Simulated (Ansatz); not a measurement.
I need a rigid scan of one bond length of GaH₄N₂, SMILES [NH2][Ga][NH2]. Use Ansatz's Python interface. Settings (for the species named): B3LYP, def2-SVP basis, multiplicity 2, D3BJ dispersion.

```yaml
atoms:
  - { symbol: N, position_ang: [-1.3053, -0.5276, -0.7051] }
  - { symbol: Ga, position_ang: [0.2681, 0.5841, -0.8241] }
  - { symbol: N, position_ang: [1.2679, 0.4468, 0.8223] }
  - { symbol: H, position_ang: [-1.8156, -0.3807, 0.1631] }
  - { symbol: H, position_ang: [-1.9938, -0.4916, -1.4520] }
  - { symbol: H, position_ang: [2.1804, 0.8900, 0.8865] }
  - { symbol: H, position_ang: [1.3983, -0.5210, 1.1092] }
```

Script `run_scan.py`:
```python
'''Potential curve of GaH4N2 along one bond.'''

import ansatz
import numpy as np


def main() -> None:
    geometry_ang = [
        ('N', [-1.30527, -0.52758, -0.7051]),
        ('Ga', [0.26815, 0.58414, -0.82409]),
        ('N', [1.26787, 0.44676, 0.82231]),
        ('H', [-1.81562, -0.38072, 0.16306]),
        ('H', [-1.99383, -0.49157, -1.45196]),
        ('H', [2.18041, 0.88997, 0.88654]),
        ('H', [1.39829, -0.52101, 1.10924]),
    ]
    system = ansatz.Crystal.molecule()
    for symbol, xyz in geometry_ang:
        system = system.atom(symbol, xyz)

    symbols = [site.symbol for site in system.cartesian_sites]
    start = np.array([site.position_ang for site in system.cartesian_sites])
    axis = (start[2] - start[1]) / np.linalg.norm(start[2] - start[1])
    moving = [2, 5, 6]
    lengths, energies = [1.699, 1.777, 1.854, 1.931, 2.008, 2.086, 2.163, 2.279], []
    for length in lengths:
        xyz = start.copy()
        xyz[moving] += (length - np.linalg.norm(start[2] - start[1])) * axis
        point = ansatz.Crystal.molecule()
        for symbol, xyz in zip(symbols, xyz):
            point = point.atom(symbol, xyz.tolist())
        job = (
            point.calculation()
            .basis(gaussian='def2-SVP')
            .functional('b3lyp', dispersion='d3bj')
            .spin('collinear', total=1)
        )
        data = job.run(threads=1, backend='cpu').report
        energies.append(data['free_energy_ev'])
        print(f'r = {length:6.3f} A  E = {energies[-1]:.5f} eV  <S^2> = {abs(data["mean_field"]["state"]["spin_squared"]):.3f}')

    # quartic fit about the minimum
    fit = np.polynomial.Polynomial.fit(lengths, np.array(energies) - min(energies), 4).convert()
    roots = [r.real for r in fit.deriv().roots() if abs(r.imag) < 1e-9 and fit.deriv(2)(r.real) > 0]
    r_e = min(roots, key=lambda r: abs(r - lengths[int(np.argmin(energies))]))
    print(f'minimum of the fit at {r_e:.4f} A, force constant {fit.deriv(2)(r_e):.2f} eV/A^2')


if __name__ == '__main__':
    main()
```

```console
$ python run_scan.py
r =  1.699 A  E = -55415.19430 eV  <S^2> = 0.753
r =  1.777 A  E = -55415.47071 eV  <S^2> = 0.753
r =  1.854 A  E = -55415.56827 eV  <S^2> = 0.754
r =  1.931 A  E = -55415.54774 eV  <S^2> = 0.755
r =  2.008 A  E = -55415.45007 eV  <S^2> = 0.756
r =  2.086 A  E = -55415.30362 eV  <S^2> = 0.758
r =  2.163 A  E = -55415.13539 eV  <S^2> = 0.761
r =  2.279 A  E = -55414.87501 eV  <S^2> = 0.765
minimum of the fit at 1.8756 A, force constant 18.00 eV/A^2
```

These settings explore the input space; basis and method may be short of convergence. The rest of the molecule is held rigid at a force-field or estimated start geometry, and the basis set is modest; single-reference methods fail as a bond breaks. The species is open-shell (spin multiplicity 2). b3lyp holds the VWN-RPA fit, as in Gaussian; the form of ORCA and Turbomole is b3lyp5. Wall time of the script: 32 s on 1 thread of Arm Neoverse V1, on a shared host, peak memory 0.27 GiB.

(Lines on the test bed's own set-up are left out of the output.)
